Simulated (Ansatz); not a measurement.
# Ti3Ga: the cost of one run

Computed with Ansatz 0.2.0 (DFT PBEsol, scalar-relativistic, plane waves, PAW, unless a step's input says otherwise).

### 1 The starting structure

The structure is tetragonal, space group I4/mmm (No. 139). Conventional cell: a = 3.904 Å, b = 3.904 Å, c = 8.527 Å, α = 90.00°, β = 90.00°, γ = 90.00°. Around Ti (site symmetry -4m2) lie 8 Ti at 2.76 to 2.89 Å and 4 Ga at 2.89 Å. Around Ti (site symmetry 4/mmm) lie 4 Ga at 2.76 Å and 8 Ti at 2.89 Å. Ga (site symmetry 4/mmm) is surrounded by 12 Ti at 2.76 to 2.89 Å.

Coordinates:

```cif
data_structure
_symmetry_space_group_name_H-M 'I4/mmm'
_symmetry_Int_Tables_number 139
_cell_length_a 3.9040
_cell_length_b 3.9040
_cell_length_c 8.5273
_cell_angle_alpha 90.000
_cell_angle_beta 90.000
_cell_angle_gamma 90.000
_cell_volume 129.96
loop_
_atom_site_label
_atom_site_type_symbol
_atom_site_symmetry_multiplicity
_atom_site_Wyckoff_symbol
_atom_site_fract_x
_atom_site_fract_y
_atom_site_fract_z
_atom_site_occupancy
Ti1 Ti 4 d 0.00000 0.50000 0.25000 1
Ti2 Ti 2 b 0.50000 0.50000 0.00000 1
Ga1 Ga 2 a 0.00000 0.00000 0.00000 1
```

The structure comes from the Materials Project (structure only).

### 2 Self-consistent density

input.yaml

```yaml
crystal:
  lattice:
    - [-1.95198831, 1.95198831, 4.26364773]
    - [1.95198831, -1.95198831, 4.26364773]
    - [1.95198831, 1.95198831, -4.26364773]
  atoms:
    - { symbol: Ti, position: [0.75, 0.25, 0.5] }
    - { symbol: Ti, position: [0.25, 0.75, 0.5] }
    - { symbol: Ti, position: [0.5, 0.5, 0.0] }
    - { symbol: Ga, position: [0.0, 0.0, 0.0] }
basis:
  ecutwfc: 420
  fft_grid_basis: typed
kpoints:
  mp_grid: { grid: [12, 12, 12] }
hamiltonian:
  xc: pbesol
scf:
  occupations: { method: gaussian, width: 0.05 }
output:
  forces: true
  stress: true
  eigenvalues: true
  bader: true
  write_density: true
  volumetric_format: npy
  elf: true
```

The run is started by

```console
> ansatz run input.yaml --threads 1 --pin off --max-ram 2560MiB --backend cpu --events-out ev --progress --plain --runs-dir out
```

**Question.** How long does this run take on 1 thread of Intel Xeon Platinum 8559C (Emerald Rapids), shared host, and how much memory does it need?

About 43 s, with a peak of 0.67 GiB.
